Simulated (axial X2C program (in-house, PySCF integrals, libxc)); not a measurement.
# A two-component session on PdB: properties at the nuclei

Wanted for PdB: properties at the nuclei, at the two-component level.

The runs use an in-house X2C program for linear molecules on PySCF integrals; two-component X2C with atomic mean-field terms, Pd dyall-cv3z, B dyall-v3z.

All values are calculated.

### Step 1. Set-up

File task.json:

```json
{"zs": [46, 5], "q": 0, "bas": ["dyall-cv3z", "dyall-v3z"], "r0": 2.05, "levels": ["PBE0", "HF", "TPSSh", "r2SCAN", "LDA"], "nst": 3}
```

Keys: zs atomic numbers; q charge; bas basis sets; r0 starting distance in Å; levels methods (HF also brings MP2); nst determinants followed.

Command:

```console
$ python soeom.py task.json out
```

After this run come: Expectation values, lowest determinant; Expectation values, a higher determinant.

What does the calculation give? Wanted: lowest state; Eeff magnitude; Ws magnitude Pd; A∥/gI Pd; qzz Pd; higher state; Eeff magnitude; Ws magnitude Pd; A∥/gI Pd.

**Answer**, as computed:

| quantity | value |
| --- | --- |
| lowest state | Ω = 1/2 (unpaired: ω = 1/2) |
| Eeff magnitude (GV/cm), PBE0 | 0.87 |
| Ws magnitude Pd (kHz), PBE0 | 1.01 |
| A∥/gI Pd (MHz), PBE0 | 5700 |
| qzz Pd (a.u.), PBE0 | 2.10 |
| higher state | Ω = 3/2 (unpaired: ω = 3/2) |
| Eeff magnitude (GV/cm), PBE0, higher state | 0.164 |
| Ws magnitude Pd (kHz), PBE0, higher state | 0.169 |
| A∥/gI Pd (MHz), PBE0, higher state | -41.7 |
| qzz Pd (a.u.), PBE0, higher state | 2.20 |

In the first state, the effective field runs from 0.0526 to 3.9 GV/cm over the mean-field levels, so the levels don't agree on it. The expectation values come from single determinants. Eeff is the effective electric field on the electron dipole moment in this Ω state and Ws the scalar–pseudoscalar constant (defined with the proton number Z and per Ω); A∥ is the parallel hyperfine constant, which follows by multiplying with the nuclear g factor gI = μI/(I μN); qzz is the electric field gradient, eQq0 = 234.96 MHz × Q/barn × qzz; μ is positive if B is the positive end. The operators were transformed with the bare-nucleus X2C matrices.
